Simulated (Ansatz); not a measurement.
# MnAlGe: the cost of one run

Method: DFT LDA, scalar-relativistic, plane waves, PAW, in Ansatz 0.2.0.

### Step 1. The system as given

Symmetry: P4/nmm, No. 129, tetragonal system. The conventional cell has a = 3.827 Å, b = 3.827 Å, c = 5.724 Å, α = 90.00°, β = 90.00°, γ = 90.00°. Around Mn (site symmetry -4m2) lie 4 Ge at 2.46 Å and 4 Al at 2.54 Å and 4 Mn at 2.71 Å. Around Al (site symmetry 4mm) lie 5 Ge at 2.51 to 2.71 Å and 4 Mn at 2.54 Å. Ge (site symmetry 4mm) is surrounded by 4 Mn at 2.46 Å and 5 Al at 2.51 to 2.71 Å.

As a file:

```
CELL_PARAMETERS angstrom
3.82698 0.00000 0.00000
0.00000 3.82698 0.00000
0.00000 0.00000 5.72407
ATOMIC_POSITIONS crystal
Mn 0.00000 0.00000 0.00000
Mn 0.50000 0.50000 0.00000
Al 0.50000 0.00000 0.70875
Al 0.00000 0.50000 0.29125
Ge 0.50000 0.00000 0.27068
Ge 0.00000 0.50000 0.72932
```

An earlier run at LDA left this cell at 13.972 Å³/atom and -0.03 GPa (10×10×8 mesh).

### Step 2. Antiferromagnetic, in the cell as typed

Contents of input.yaml:

```yaml
crystal:
  lattice:
    - [3.8269785667, 0.0, 0.0]
    - [0.0, 3.8269785667, 0.0]
    - [0.0, 0.0, 5.7240710071]
  atoms:
    - { symbol: Mn, position: [0.0, 0.0, 0.0], spin: 3.5 }
    - { symbol: Mn, position: [0.5, 0.5, 0.0], spin: -3.5 }
    - { symbol: Al, position: [0.5, 0.0, 0.7087496495] }
    - { symbol: Al, position: [0.0, 0.5, 0.2912503505] }
    - { symbol: Ge, position: [0.5, 0.0, 0.270682736] }
    - { symbol: Ge, position: [0.0, 0.5, 0.729317264] }
basis:
  ecutwfc: 420
  ecutrho_ratio: 4
kpoints:
  mp_grid: { grid: [10, 10, 8] }
hamiltonian:
  xc: lda
scf:
  occupations: { method: gaussian, width: 0.05 }
  lower_state_search: "off"
output:
  forces: true
  stress: true
  eigenvalues: true
  populations: true
magnetization:
  spin_polarized: true
```

On the command line:

```bash
$ ansatz run input.yaml --threads 2 --pin off --max-ram 5120MiB --backend cpu --events-out ev --progress --plain --runs-dir out
```

**Question.** How long does this run take on 2 threads of Intel Xeon 6975P-C (Granite Rapids), shared host, and how much memory does it need?

About 4.5 min, with a peak of 1.9 GiB.
